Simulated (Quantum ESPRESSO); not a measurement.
The system is HfGe.

```
Hf Ge
1.0
     3.21967    0.00000    0.00000
     0.00000    3.21967    0.00000
     0.00000    0.00000    4.10843
Hf Ge
1 1
Direct
  0.50000 0.50000 0.00000
  0.00000 0.00000 0.00000
```

The cell was built by a generator and needn't be a form met in nature.

```yaml
Program: Quantum ESPRESSO 7.5
Task: phonons
Functional: PBE
Dispersion: D2
Potentials_or_basis: GBRV 1.5 PBE
Cutoff: 612 eV
Density_cutoff: 4898 eV
k_mesh: 8 × 8 × 7
Occupations: cold, width 0.2 eV
Spin: no spin polarisation
Mixing_beta: 0.5
Most_SCF_iterations: 120
SCF_threshold: 4e-10 Ry
```

The cell and the atoms were relaxed first, to 20.09 Å³/atom (a = 3.722 Å, b = 3.722 Å, c = 2.899 Å, α = 90.00°, β = 90.00°, γ = 90.00°), and the response was taken there.

Where do the zone-centre optical modes lie?

A2u at 118i cm⁻¹ (IR); Eu at 255 cm⁻¹ (IR). Imaginary frequencies mark an instability of this cell.

Optical modes at Γ, degenerate ones joined:
```
cm⁻¹  components  symmetry  active in
118i           1       A2u         IR
 255           2        Eu         IR
```

Caveat: the mesh is thin for the phonons of a metal; some modes are imaginary; pairwise dispersion overbinds metals, which lowers pressure and volume.
